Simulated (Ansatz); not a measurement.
# B3LYP/def2-SVP run of Si2H2OF2 (SMILES F[Si]1(F)O[SiH2]1)

Aim: the vertical ionisation energy of Si2H2OF2 at B3LYP/def2-SVP, from 2 runs. 

The results are computed with Ansatz 0.2.0.

49 further runs of the same task are left out: 49 set aside as unsound or not needed. Runs told in other sessions of the task aren't counted.

## 1. The structure to begin with

Si2H2OF2 has 7 atoms, charge 0, and is taken as a singlet. As SMILES, `F[Si]1(F)O[SiH2]1`. The coordinates come from a PBE0-D4/def2-TZVP relaxation.

Bond lengths: F1–Si2 1.578 Å, Si2–F3 1.578 Å, Si2–O4 1.648 Å, Si2–Si5 2.174 Å, O4–Si5 1.718 Å, Si5–H6 1.482 Å, Si5–H7 1.482 Å. Some angles: F1–Si2–F3 105.1°, F1–Si2–O4 114.7°, F1–Si2–Si5 127.3°, F3–Si2–O4 114.7°, F3–Si2–Si5 127.3°, O4–Si2–Si5 51.2°, Si2–O4–Si5 80.4°, Si2–Si5–O4 48.4°, Si2–Si5–H6 124.7°, Si2–Si5–H7 124.7°.

## 2. The energy at B3LYP/def2-SVP

The input, run.yaml:

```yaml
basis:
  gaussian:
    orbitals: def2-SVP
crystal:
  periodic: [false, false, false]
  atoms:
    - {symbol: F, position_ang: [0.424200, -1.612100, 1.693800]}
    - {symbol: Si, position_ang: [0.037900, -1.026000, 0.280100]}
    - {symbol: F, position_ang: [-0.194200, -2.288000, -0.639100]}
    - {symbol: O, position_ang: [1.103500, 0.077900, -0.322100]}
    - {symbol: Si, position_ang: [-0.304800, 1.058600, -0.232800]}
    - {symbol: H, position_ang: [-0.202300, 2.188800, 0.720000]}
    - {symbol: H, position_ang: [-0.802800, 1.532800, -1.545500]}
hamiltonian:
  xc: {name: B3LYP}
accuracy: high
output: {orbitals: {seedname: orbitals}}
```

On the command line:

```
$ ansatz run run.yaml --threads 1 --pin off --max-ram 2610MiB --events-out events.jsonl --progress --plain --runs-dir runs
```

Standard output:

```text
Warning: RAYON_NUM_THREADS=1 ignored (pool sized by the plan → 1); use --threads N
Functional definition: B3LYP
  name "B3LYP"
  parameter a0 = 0.2
  parameter ax = 0.72
  parameter ac = 0.81
  exchange = (1 - a0 - ax)*slater_x + ax*b88_x + a0*exact_x
  correlation = (1 - ac)*vwn_rpa_c + ac*lyp_c
1781 factors; integrals over basis functions are off by at most 3.9e-9 eV
mean field evaluation 1: about -23254.8217 eV, gradient 6.5e1 eV
mean field evaluation 2: about -23230.3140 eV, gradient 1.3e2 eV
mean field evaluation 4: about -23261.7871 eV, gradient 8.1e0 eV
mean field evaluation 8: about -23262.0519 eV, gradient 4.7e-1 eV
mean field evaluation 16: about -23262.0526 eV, gradient 7.1e-5 eV
mean field -23262.05260963 eV, -854.8646658182 hartree, gradient 1.7e-8 eV, S^2 0.000000; 0 other end points of the search recorded, 0 dependent functions left out
reference -23262.05264717 eV, -854.8646671977 hartree; 28, 28 occupied and 60, 60 virtual orbitals, 1781 factors
Total energy: -23262.05264717 eV, -854.8646671977 hartree
```

Run time: 9.3 s. Hardware: 1 thread of Arm Neoverse V1, shared host; peak memory 0.29 GiB.

## 3. The doublet cation, same level

The input, job.yaml:

```yaml
crystal:
  periodic: [false, false, false]
  atoms:
    - {symbol: F, position_ang: [0.424200, -1.612100, 1.693800]}
    - {symbol: Si, position_ang: [0.037900, -1.026000, 0.280100]}
    - {symbol: F, position_ang: [-0.194200, -2.288000, -0.639100]}
    - {symbol: O, position_ang: [1.103500, 0.077900, -0.322100]}
    - {symbol: Si, position_ang: [-0.304800, 1.058600, -0.232800]}
    - {symbol: H, position_ang: [-0.202300, 2.188800, 0.720000]}
    - {symbol: H, position_ang: [-0.802800, 1.532800, -1.545500]}
basis:
  gaussian:
    orbitals: def2-SVP
magnetization:
  spin_polarized: true
  initial_magnetization: 1
total_charge: 1
output:
  orbitals: {seedname: orbitals}
hamiltonian:
  xc: {name: B3LYP}
accuracy: high
```

On the command line:

```
$ ansatz run job.yaml --threads 1 --pin off --max-ram 2610MiB --events-out events.jsonl --progress --plain --runs-dir runs
```

Standard output:

```text
Warning: RAYON_NUM_THREADS=1 ignored (pool sized by the plan → 1); use --threads N
[... 7 set-up lines as earlier in the session ...]
1779 factors; integrals over basis functions are off by at most 3.9e-9 eV
mean field evaluation 1: about -23235.9681 eV, gradient 6.9e1 eV
mean field evaluation 2: about -23151.2702 eV, gradient 1.5e2 eV
mean field evaluation 4: about -23250.3811 eV, gradient 2.1e1 eV
mean field evaluation 8: about -23252.1274 eV, gradient 1.0e0 eV
mean field evaluation 16: about -23252.1333 eV, gradient 2.5e-3 eV
mean field -23252.13329640 eV, -854.5001377808 hartree, gradient 5.5e-8 eV, S^2 0.752866; 0 other end points of the search recorded, 0 dependent functions left out
reference -23252.13333358 eV, -854.5001391470 hartree; 28, 27 occupied and 60, 61 virtual orbitals, 1779 factors
Total energy: -23252.13333358 eV, -854.5001391470 hartree
```

Run time: 17 s. Hardware: 1 thread of Arm Neoverse V1, shared host; peak memory 0.43 GiB.

## 4. Summary of results

Level: B3LYP/def2-SVP.

```
                                          quantity          value
                    singlet Si2H2OF2: total energy  -854.86467 Eh
                     singlet Si2H2OF2: HOMO energy       -7.39 eV
                     singlet Si2H2OF2: LUMO energy       -1.47 eV
                   singlet Si2H2OF2: HOMO–LUMO gap        5.92 eV
                      doublet cation: total energy  -854.50014 Eh
doublet cation: HOMO energy (highest over α and β)      -15.35 eV
 doublet cation: LUMO energy (lowest over α and β)      -12.42 eV
                              doublet cation: ⟨S²⟩          0.753
vertical ionisation energy (to the doublet cation)       9.919 eV
```

In words: Removing an electron at fixed nuclei costs 9.92 eV (957 kJ/mol). −ε(HOMO) before ionisation, 7.39 eV, is 2.53 eV below this ionisation energy.
